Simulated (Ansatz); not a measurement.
# BaPbO3: the cost of one run

Program: Ansatz 0.2.0 through its Python package. Level of theory: DFT LDA, plane waves, PAW. These are calculated values, not measurements.

## Step 1: The structure

The structure is orthorhombic, space group Imma (No. 74). The conventional cell has a = 6.007 Å, b = 8.476 Å, c = 6.063 Å, α = 90.00°, β = 90.00°, γ = 90.00°. Around Ba (site symmetry mm2) lie 7 O at 2.72 to 3.02 Å. Around Pb (site symmetry 2/m) lie 6 O at 2.14 to 2.15 Å. O (site symmetry 2) has 2 Pb at 2.15 Å and 2 Ba at 2.82 Å as nearest neighbours. O (site symmetry mm2) has 2 Pb at 2.14 Å and 3 Ba at 2.72 to 3.02 Å as nearest neighbours.

No structure file is read: the coordinates are typed or built in the script.

## Step 2: Script

vcrelax_bapbo3.py reads:

```python
"""Relax cell and ions of BaPbO3."""

from pathlib import Path
import logging
import sys
import warnings

import ansatz as az
from ase import Atoms
from ase.data import atomic_numbers
from ase.io import write
import matplotlib.pyplot as plt
import numpy as np
import spglib

logging.basicConfig(stream=sys.stdout, format="%(name)s: %(message)s")
log = logging.getLogger("calc")
log.setLevel(logging.INFO)

def edges_and_angles(cell):
    cell = np.asarray(cell)
    a, b, c = np.linalg.norm(cell, axis=1)
    cosines = cell[1] @ cell[2] / (b * c), cell[0] @ cell[2] / (a * c), cell[0] @ cell[1] / (a * b)
    return (a, b, c, *np.degrees(np.arccos(cosines)))

warnings.simplefilter("ignore", az.DeckWarning)

lattice = az.Lattice.of(
    (-3.0035, 4.238, 3.0315),
    (3.0035, -4.238, 3.0315),
    (3.0035, 4.238, -3.0315),
)
sites = [
    ("Ba", (0.2467, 0.9967, 0.25)),
    ("Ba", (0.7533, 0.0033, 0.75)),
    ("Pb", (0.5, 0.5, 0.0)),
    ("Pb", (0.0, 0.5, 0.5)),
    ("O", (0.2187, 0.5, 0.2187)),
    ("O", (0.7813, 0.0, 0.2813)),
    ("O", (0.7813, 0.5, 0.7813)),
    ("O", (0.2187, 0.0, 0.7187)),
    ("O", (0.6953, 0.4453, 0.25)),
    ("O", (0.3047, 0.5547, 0.75)),
]
crystal = az.Crystal(lattice=lattice)
for symbol, position in sites:
    crystal = crystal.atom(symbol, position)

# a pressure is positive in compression
setup = (
    crystal.calculation()
    .functional("lda")
    .basis(470)
    .kpoints(4)
    .occupations("fixed")
    .relax(force_tolerance=0.01, max_steps=60, pressure=20 * az.kbar)
    .band_table()
    .density()
    .potential()
    .electron_localization_function()
    .output_files(volumetric_format="npy")
)
steps = []


def follow(event):
    if event["event"] != "relax_step":
        return
    row = event["data"]
    steps.append(row)
    log.info(f"step {row['step']:3d}  E = {row['lagrangian_ev']:.5f} eV  largest force component = {row['allowed_force_max_ev_ang']:.4f} eV/A  P = {row['pressure_gpa']:.3f} GPa")


result = setup.session().plan(threads=1).execute(on_event=follow)
data = result.report

first, last = steps[0], steps[-1]
symbols = [site.symbol for site in result.lattice.sites]
log.info(f"energy gained {first['lagrangian_ev'] - last['lagrangian_ev']:.4f} eV in {len(steps) - 1} steps")
for label, vectors in (("before", first["cell_ang"]), ("after", result.lattice.cell_ang)):
    print(label, "a b c (A) {:.4f} {:.4f} {:.4f}  angles {:.2f} {:.2f} {:.2f}".format(*edges_and_angles(vectors)), f" V = {abs(np.linalg.det(vectors)):.3f} A^3")
print("final stress xx yy zz (GPa, compression positive):", np.round(np.diag(data["stress_gpa"]), 3) + 0.0)

fig, (top, bottom) = plt.subplots(2, 1, sharex=True, figsize=(4.5, 4))
top.plot([s["lagrangian_ev"] - last["lagrangian_ev"] for s in steps], "o-")
top.set_ylabel("E - E(final) (eV)")
bottom.semilogy([max(s["allowed_force_max_ev_ang"], 1e-6) for s in steps], "s-")
bottom.set(xlabel="step", ylabel="largest force (eV/A)")
fig.tight_layout()
fig.savefig("relax.png", dpi=100)

fractions = [site.position_frac for site in result.lattice.sites]
numbers = [atomic_numbers[s] for s in symbols]
for tolerance in (1e-3, 1e-2, 1e-1):
    print(f"space group at {tolerance} A:", spglib.get_spacegroup((result.lattice.cell_ang, fractions, numbers), symprec=tolerance))

change = np.array(last["positions_ang"]) @ np.linalg.inv(last["cell_ang"]) - np.array(first["positions_ang"]) @ np.linalg.inv(first["cell_ang"])
moved = np.linalg.norm(change @ np.array(last["cell_ang"]), axis=1)
print("displacement within the cell, strain taken out (A):", " ".join(f"{s}:{d:.3f}" for s, d in zip(symbols, moved)))

relaxed = Atoms(symbols, positions=[site.position_ang for site in result.lattice.sites], cell=result.lattice.cell_ang, pbc=True)
write("relaxed.cif", relaxed, format="cif")

log.info("%-22s %14.5f eV" % ("F = E - TS", data["free_energy_ev"]))
log.info("%-22s %14.5f eV" % ("E", data["internal_energy_ev"]))
log.info("%-22s %14.5f eV" % ("Harris-Foulkes", data["harris_foulkes_ev"]))
log.info("%-22s %14.5f eV" % ("Fermi level", data["fermi_energy_ev"]))

fermi = data["fermi_energy_ev"]
log.info("levels less the Fermi level (eV) at the first k-points (first spin channel where there are two)")
for k, levels in list(zip(data["kpoints_frac"], data["eigenvalues_ev"]))[:4]:
    log.info("k = ({:.3f}, {:.3f}, {:.3f})".format(*k))
    print("   ", " ".join(f"{e - fermi:.3f}" for e in levels))

folder = Path(result.write_results("fields"))
log.info("densities in e/A^3, potentials in eV, ELF without unit")
for name in sorted(p.name for p in folder.glob("*.npy")):
    field = np.load(folder / name)
    log.info(f"{name:16s} {str(field.shape):16s} min {field.min():10.4f}  mean {field.mean():10.4f}  max {field.max():10.4f}")
```

## Step 3: Launch

The run is started by

```console
> python vcrelax_bapbo3.py
```

What time and memory should one allow on 1 thread of Arm Neoverse V1, shared host?

About 2 min, with a peak of 0.64 GiB.
